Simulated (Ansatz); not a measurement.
Write a Python script for Ansatz's Python interface that makes a comparison of enthalpies under pressure of two structures of Y. Level of theory (first run): r2SCAN, PAW, cutoff 620 eV, 14×14×14 k-points, Fermi-Dirac smearing of 0.1 eV.

`transition.py`
```python
"""Pressure at which two phases of Y cross."""

import logging
import sys
import warnings

import ansatz
import numpy as np
import pandas as pd

logging.basicConfig(stream=sys.stdout, format="%(name)s: %(message)s")
log = logging.getLogger("y")
log.setLevel(logging.INFO)


def fcc(A, a):
    return (
        ansatz.Lattice.fcc(a)
        .space_group(225)
        .atom(A, [0, 0, 0])
        .primitive()
    )


def sc(a_site, a):
    return (
        ansatz.Lattice.cubic(a)
        .space_group(221)
        .atom(a_site, [0, 0, 0])
    )


def compute(name, crystal, pressure=0.0):
    calc = (
        crystal.calculation()
        .scf(tolerance=1e-09)
        .functional("r2scan")
        .basis(620)
        .kpoints(spacing=0.16)
        .occupations("fermi_dirac", width=0.1)
    )
    calc = calc.relax(force_tolerance=0.01, cell=True, pressure=pressure)
    return calc.run()


def volume_per_atom(outcome):
    return abs(np.linalg.det(outcome.lattice.cell_ang)) / len(outcome.lattice.sites)

warnings.simplefilter("ignore", ansatz.DeckWarning)

phases = {}
phases["fcc"] = fcc("Y", 5.09)
phases["sc"] = sc("Y", 3.31)

# H = E + PV, with 1 eV per cubic angstrom equal to 160.2 GPa
pressures = [0, 20, 40, 60]
enthalpy, volume = {name: [] for name in phases}, {name: [] for name in phases}
for p in pressures:
    for name, crystal in phases.items():
        o = compute(name, crystal, pressure=p)
        volume[name].append(volume_per_atom(o))
        enthalpy[name].append(o.report["energy_sigma0_ev"] / len(o.lattice.sites) + p * volume[name][-1] / 160.21766)
gap = np.array(enthalpy["sc"]) - np.array(enthalpy["fcc"])
rows = [(p, va, vb, 1000 * d) for p, va, vb, d in zip(pressures, volume["fcc"], volume["sc"], gap)]
print(pd.DataFrame(rows, columns=["P (GPa)", "V fcc (A^3/atom)", "V sc (A^3/atom)", "H(sc) - H(fcc) (meV/atom)"]).round(4).to_string(index=False))
crossings = [p0 - g0 * (p1 - p0) / (g1 - g0) for p0, p1, g0, g1 in zip(pressures, pressures[1:], gap, gap[1:]) if g0 * g1 < 0]
print("crossing near", [round(float(p), 1) for p in crossings], "GPa") if crossings else print("no crossing in this range")
```

```console
$ python transition.py
 P (GPa)  V fcc (A^3/atom)  V sc (A^3/atom)  H(sc) - H(fcc) (meV/atom)
       0           33.3617          34.6377                   808.1408
      20           24.0055          23.2611                   768.4697
      40           20.0315          19.5768                   683.0925
      60           17.5518          17.5325                   650.2553
no crossing in this range
```

What to keep in mind:
- The run is spin-unpolarised.
- At a fixed pressure a relaxation lowers the enthalpy F + PV, while F alone can rise.
- The program warned that this SCF threshold is loose for forces or stresses.
- Only these two structures are compared, at zero temperature and with their symmetry kept; either may be hypothetical, and another phase may be lower than both. Differences under 10 to 15 meV an atom lie within the error of mesh and functional.
- The cells are prototypes set up for this calculation and needn't exist.
- The script silences the warnings on its input, which a real study should read.
- Hardware and time: 4.7 min on 1 thread of Arm Neoverse V1, with other jobs on the host, peak memory 0.62 GiB.
